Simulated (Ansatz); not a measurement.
# AlRu: the cost of one run

Computed with Ansatz 0.2.0 (DFT PBEsol, scalar-relativistic, plane waves, PAW, unless a step's input says otherwise).

2 further runs of the same task are left out: 2 that didn't finish.

## Step 1: Starting point

It takes space group Pm-3m (No. 221, cubic). Conventional cell: a = 2.992 Å, b = 2.992 Å, c = 2.992 Å, α = 90.00°, β = 90.00°, γ = 90.00°. Al (site symmetry m-3m) has 8 Ru at 2.59 Å in its first shell of neighbours. Around Ru (site symmetry m-3m) lie 8 Al at 2.59 Å.

Structure file:

```cif
data_structure
_symmetry_space_group_name_H-M 'Pm-3m'
_symmetry_Int_Tables_number 221
_cell_length_a 2.9916
_cell_length_b 2.9916
_cell_length_c 2.9916
_cell_angle_alpha 90.000
_cell_angle_beta 90.000
_cell_angle_gamma 90.000
_cell_volume 26.77
loop_
_atom_site_label
_atom_site_type_symbol
_atom_site_symmetry_multiplicity
_atom_site_Wyckoff_symbol
_atom_site_fract_x
_atom_site_fract_y
_atom_site_fract_z
_atom_site_occupancy
Al1 Al 1 a 0.00000 0.00000 0.00000 1
Ru1 Ru 1 b 0.50000 0.50000 0.50000 1
```

Source of the structure: the Crystallography Open Database.

(A quick probe on a coarse mesh, which set the mesh and smearing, is not shown.)

## Step 3: Relaxing cell and atoms

input.yaml reads:

```yaml
crystal:
  lattice:
    - [2.9916, 0.0, 0.0]
    - [0.0, 2.9916, 0.0]
    - [0.0, 0.0, 2.9916]
  atoms:
    - { symbol: Al, position: [0.0, 0.0, 0.0] }
    - { symbol: Ru, position: [0.5, 0.5, 0.5] }
basis:
  ecutwfc: 420
kpoints:
  mp_grid: { grid: [14, 14, 14] }
hamiltonian:
  xc: pbesol
  pseudopotentials: { kind: paw, azcp: { folder: soft_1 } }
scf:
  occupations: { method: gaussian, width: 0.1 }
output:
  forces: true
  stress: true
  eigenvalues: true
relax:
  adjacent_minimum: "off"
  f_tol: 0.005
  max_steps: 80
  cell: { stress_tol: 0.05 }
```

Started as:

```
> ansatz run input.yaml --threads 1 --pin off --max-ram 3072MiB --backend cpu --events-out ev --progress --plain --runs-dir out
```

Q: Estimate wall time and peak memory on 1 thread of Arm Neoverse V2, shared host.

About 9.4 s, with a peak of 0.32 GiB.
